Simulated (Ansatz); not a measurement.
CH4ClFSSn, SMILES C[S][SnH]([F])[Cl], vertical spin-state energies

Run with the Python package of Ansatz (0.2.0).

Script `ch4clfssn_spin.py`:
```python
# -*- coding: utf-8 -*-
"""Vertical spin-state energies of CH4ClFSSn."""

import ansatz as az


def main():
    geometry_ang = [
        ("C", (0.5846, -1.3277, -0.7744)),
        ("S", (1.2099, -0.6359, 0.7687)),
        ("Sn", (-0.4615, 1.1396, 0.9039)),
        ("F", (-2.1381, 0.3781, 0.9329)),
        ("Cl", (-0.21, 2.5628, -0.957)),
        ("H", (1.1331, -2.1463, -1.1044)),
        ("H", (-0.4913, -1.5945, -0.6352)),
        ("H", (0.6291, -0.4892, -1.5838)),
        ("H", (-0.1673, 2.0667, 2.4322)),
    ]
    molecule = az.Crystal.molecule()
    for symbol, xyz in geometry_ang:
        molecule = molecule.atom(symbol, xyz)

    base = (
        molecule.calculation()
        .basis(gaussian="def2-TZVP")
        .correlation("mp2")
    )
    found = {}
    for unpaired in [0, 2]:
        data = base.spin("collinear", total=unpaired).run(threads=1).report
        s = unpaired / 2
        found[unpaired] = data["free_energy_ev"]
        print(f"2S+1 = {unpaired + 1}: E = {found[unpaired]:.5f} eV, <S^2> = {abs(data['mean_field']['state']['spin_squared']):.3f} (pure state {s * (s + 1):.2f})")
    lowest = min(found, key=found.get)
    for unpaired, e in found.items():
        print(f"multiplicity {unpaired + 1}: {23.060548 * (e - found[lowest]):.1f} kcal/mol above the lowest")


if __name__ == "__main__":
    main()
```

```console
$ python ch4clfssn_spin.py
2S+1 = 1: E = -32960.52071 eV, <S^2> = 0.000 (pure state 0.00)
2S+1 = 3: E = -32956.60929 eV, <S^2> = 2.034 (pure state 2.00)
multiplicity 1: 0.0 kcal/mol above the lowest
multiplicity 3: 90.2 kcal/mol above the lowest
```

In order: multiplicity 1 (+0.00 eV) and multiplicity 3 (+3.91 eV), all at the one geometry.

Caveats:
- These settings explore the input space; basis and method may be short of convergence.
- The geometry is a force-field or estimated start, not a minimum of this method, and the basis set is short of its limit. All parts are taken at fixed geometry, without zero-point energy.
- def2 sets replace the cores of elements past krypton by effective core potentials.
- Spin-orbit coupling, which mixes and shifts the spin states of heavy atoms, is left out.
- S² is that of the Hartree-Fock reference.
- Finished in 33 s on 1 thread of Intel(R) Xeon(R) 6975P-C (Granite Rapids) (shared host), peak memory 0.73 GiB.

(A comment or docstring line of the script was reworded after the run, the code is as it ran; lines on the test bed's own set-up are left out of the output.)
